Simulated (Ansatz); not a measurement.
# Cl6H2Si2Sn: how energies converge with the basis set

An exercise on one series of results from a longer session: the logs are not shown, and one member is left open.

Method: one geometry, several basis sets; program: Ansatz 0.2.0, Gaussian basis.

Plan: PBE0-D4/def2-SVP; ωB97M-V/def2-SVP; PBE0-D4/def2-QZVPP; ωB97M-V/def2-QZVPP; the functionals' def2-TZVPP values are taken from earlier runs.

## Structure used throughout

All runs share one geometry, relaxed beforehand with PBE0-D4 in a triple-zeta def2 set. Sn takes the def2 core potential; no spin-orbit term is included.

SMILES `Cl[Si](Cl)(Cl)[SnH2][Si](Cl)(Cl)Cl`, 11 atoms, charge 0, spin multiplicity 1.

Atoms are counted from 1 here; the program's logs count them from 0.

Bond lengths: Cl1–Si2 2.041 Å, Si2–Cl3 2.042 Å, Si2–Cl4 2.044 Å, Si2–Sn5 2.561 Å, Sn5–Si6 2.561 Å, Sn5–H10 1.702 Å, Sn5–H11 1.702 Å, Si6–Cl7 2.041 Å, Si6–Cl8 2.042 Å, Si6–Cl9 2.044 Å. Angles: Cl1–Si2–Cl3 108.3°, Cl1–Si2–Cl4 108.3°, Cl1–Si2–Sn5 110.3°, Cl3–Si2–Cl4 108.3°, Cl3–Si2–Sn5 110.2°, Cl4–Si2–Sn5 111.5°, Si2–Sn5–Si6 106.5°, Si2–Sn5–H10 109.9°, Si2–Sn5–H11 109.9°, Si6–Sn5–H10 109.9°, Si6–Sn5–H11 109.9°, H10–Sn5–H11 110.6°, Sn5–Si6–Cl7 110.3°, Sn5–Si6–Cl8 110.2°, Sn5–Si6–Cl9 111.5°, Cl7–Si6–Cl8 108.3°, Cl7–Si6–Cl9 108.3°, Cl8–Si6–Cl9 108.3°.

Coordinates:

```xyz
11

Cl   -2.9341   -0.2326    0.8292
Si   -1.2398    0.6651    1.5298
Cl   -1.2430    2.6100    0.9091
Cl   -1.3019    0.6445    3.5724
Sn    0.8364   -0.5434    0.6416
Si    0.7518   -0.3514   -1.9111
Cl    0.8033    1.6101   -2.4747
Cl   -0.9745   -1.1764   -2.6232
Cl    2.3293   -1.3110   -2.7872
H     2.2437    0.2100    1.2330
H     0.7943   -2.1819    1.1017
```

The first run:

in.yaml

```yaml
crystal:
  periodic: [false, false, false]
  atoms:
    - {symbol: Cl, position_ang: [-2.934143, -0.232615, 0.829206]}
    - {symbol: Si, position_ang: [-1.239752, 0.665110, 1.529804]}
    - {symbol: Cl, position_ang: [-1.242961, 2.610015, 0.909071]}
    - {symbol: Cl, position_ang: [-1.301941, 0.644536, 3.572427]}
    - {symbol: Sn, position_ang: [0.836449, -0.543448, 0.641558]}
    - {symbol: Si, position_ang: [0.751820, -0.351419, -1.911117]}
    - {symbol: Cl, position_ang: [0.803311, 1.610074, -2.474674]}
    - {symbol: Cl, position_ang: [-0.974549, -1.176365, -2.623233]}
    - {symbol: Cl, position_ang: [2.329278, -1.310958, -2.787194]}
    - {symbol: H, position_ang: [2.243710, 0.210028, 1.232967]}
    - {symbol: H, position_ang: [0.794277, -2.181859, 1.101684]}
basis:
  gaussian: {orbitals: def2-SVP}
hamiltonian: {xc: pbe0, dispersion: d4}
output: {orbitals: {seedname: orbitals}}
```

Launch:

```
> ansatz run in.yaml --threads 4 --pin off --events-out ev --progress --plain --max-ram 66560MiB --backend cpu
```

Among the steps run: PBE0-D4 in def2-SVP; ωB97M-V in def2-SVP; PBE0-D4 in def2-QZVPP; ωB97M-V in def2-QZVPP.

One table of the session follows, with a row left open; its other results are not shown here.

It belongs to the step «Density functionals: the series». 

```
functional       basis  HOMO (eV)
   PBE0-D4    def2-SVP      -8.06
   PBE0-D4  def2-TZVPP          ?
   PBE0-D4  def2-QZVPP      -8.13
   ωB97M-V    def2-SVP      -9.91
   ωB97M-V  def2-TZVPP     -10.00
   ωB97M-V  def2-QZVPP     -10.04
```

**Question.** Estimate the row for PBE0-D4, def2-TZVPP.

The run gave: HOMO (eV): -8.10. In the column «HOMO (eV)» it lies between PBE0-D4, def2-QZVPP (-8.13) and PBE0-D4, def2-SVP (-8.06).
